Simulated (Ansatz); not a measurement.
I need a convergence test of the k-point mesh of KBr, space group Fm-3m. Use the Python package of Ansatz (0.2.0). Settings (first run): LDA, PAW, cutoff 463 eV, 2×2×2 k-points, fixed occupations. The script varies mesh: (2, 2, 2), (3, 3, 3), (4, 4, 4), (5, 5, 5), (6, 6, 6), (7, 7, 7).

```
CELL_PARAMETERS angstrom
0.00000 3.30000 3.30000
3.30000 0.00000 3.30000
3.30000 3.30000 0.00000
ATOMIC_POSITIONS crystal
K 0.00000 0.00000 0.00000
Br 0.50000 0.50000 0.50000
```

`kconv_kbr.py`:
```python
import csv

import ansatz


def main() -> None:
    system = (
        ansatz.Lattice.fcc(6.6)
        .space_group(225)
        .atom("K", (0.0, 0.0, 0.0))
        .atom("Br", (0.5, 0.0, 0.0))
        .primitive()
    )

    base = system.calculation().functional("lda").basis(34 * ansatz.Ry).occupations("fixed")

    rows = []
    for value in [(2, 2, 2), (3, 3, 3), (4, 4, 4), (5, 5, 5), (6, 6, 6), (7, 7, 7)]:
        r = base.kpoints(*value).run().report
        rows.append((value, r["free_energy_ev"] / len(r["lattice"]["sites"]), r["n_iterations"], r["n_kpoints"]))

    with open("kconv.csv", "w", newline="") as handle:
        writer = csv.writer(handle)
        writer.writerow(["mesh", "F/atom (eV)", "iterations", "k-points"])
        writer.writerows([round(v, 5) if isinstance(v, float) else v for v in row] for row in rows)

    for row in rows[:-1]:
        shift = 1000 * (row[1] - rows[-1][1])
        print(f"{row[0]}: {shift:+.2f} meV/atom" + ("  (within 1 meV)" if abs(shift) < 1 else ""))


if __name__ == "__main__":
    main()
```

`python kconv_kbr.py` gives:
```text
(2, 2, 2): +60.89 meV/atom
(3, 3, 3): +3.44 meV/atom
(4, 4, 4): +0.30 meV/atom  (within 1 meV)
(5, 5, 5): +0.03 meV/atom  (within 1 meV)
(6, 6, 6): +0.01 meV/atom  (within 1 meV)
```

File `kconv.csv` afterwards:
```csv
mesh,F/atom (eV),iterations,k-points
"(2, 2, 2)",-2096.73798,6,3
"(3, 3, 3)",-2096.79543,6,4
"(4, 4, 4)",-2096.79856,6,8
"(5, 5, 5)",-2096.79884,6,10
"(6, 6, 6)",-2096.79886,6,16
"(7, 7, 7)",-2096.79887,6,20
```

From 4×4×4 on it stays within 1 meV an atom of the value at 7×7×7; the first row (2×2×2) is off by 60.9 meV and the last but one by 0.01 meV.

The starting cell is as deposited in a crystallographic database; the results hold for this polymorph, which needn't be the stable one. Shifts are counted from the finest mesh, which is itself no proven limit.

(Lines on the test bed's own set-up are left out of the output.)
